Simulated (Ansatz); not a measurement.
Wanted: the native input for an Ansatz 0.2.0 run.

* Task: relaxation of cell and atoms
* Functional: PBEsol
* Potentials or basis: Ansatz PAW
* Cutoff: 420 eV (not typed: the program's choice for these potentials)
* k mesh: 6 × 6 × 6
* Occupations: fermi-dirac, width 0.05 eV
* Spin: no spin polarisation
* Target pressure (GPa): 0

Crystal: Rb3Ba.

```
Ba Rb
1.0
    -3.37146    3.37146    7.37135
     3.37146   -3.37146    7.37135
     3.37146    3.37146   -7.37135
Ba Rb
1 3
Direct
  0.00000 0.00000 0.00000
  0.50000 0.50000 0.00000
  0.25000 0.75000 0.50000
  0.75000 0.25000 0.50000
```

The cell comes from a database or a generator and needn't be the stable form of this composition.

These files were run (other wordings do the same):

input.yaml

```yaml
crystal:
  lattice:
    - [-3.371459, 3.371459, 7.371348]
    - [3.371459, -3.371459, 7.371348]
    - [3.371459, 3.371459, -7.371348]
  atoms:
    - { symbol: Ba, position: [0.0, 0.0, 0.0] }
    - { symbol: Rb, position: [0.5, 0.5, 0.0] }
    - { symbol: Rb, position: [0.25, 0.75, 0.5] }
    - { symbol: Rb, position: [0.75, 0.25, 0.5] }
hamiltonian:
  xc: pbesol
  pseudopotentials: { kind: paw }
kpoints:
  mp_grid: { grid: [6, 6, 6] }
scf:
  occupations: { method: fermi_dirac, width: 0.05 }
output:
  forces: true
  stress: true
  eigenvalues: true
relax:
  f_tol: 0.01
  max_steps: 40
  cell: { stress_tol: 0.05 }
```

Potentials or basis: Ansatz PAW.

Command:

```bash
$ ansatz run input.yaml --threads 2 --pin off --max-ram 5632MiB --backend cpu --events-out ev --progress --plain --runs-dir out
```

Results of the run:

```json
{
 "Relaxed volume": "77.78 Å³/atom",
 "Relaxed cell": "a = 8.531 Å, b = 8.531 Å, c = 8.531 Å, α = 134.49°, β = 134.49°, γ = 66.33°",
 "Space group after relaxing (to 0.05 Å)": "I4/mmm (No. 139)",
 "Energy gained by relaxing": "4.4 meV/atom",
 "Ionic steps": "4",
 "Pressure after relaxing": "0.0 GPa",
 "Band gap on the k mesh": "none (metal or under the smearing width)"
}
```

Caveat: the plane-wave basis is chosen anew once the cell has moved, so the energies of steps on either side of that aren't comparable; the PAW data sets come from PBE, with cores solved anew for the run's functional, which leaves a small shift of forces and pressure.

Wall time 28 s on 2 threads of Arm Neoverse V1 (shared host), peak memory 0.67 GiB.
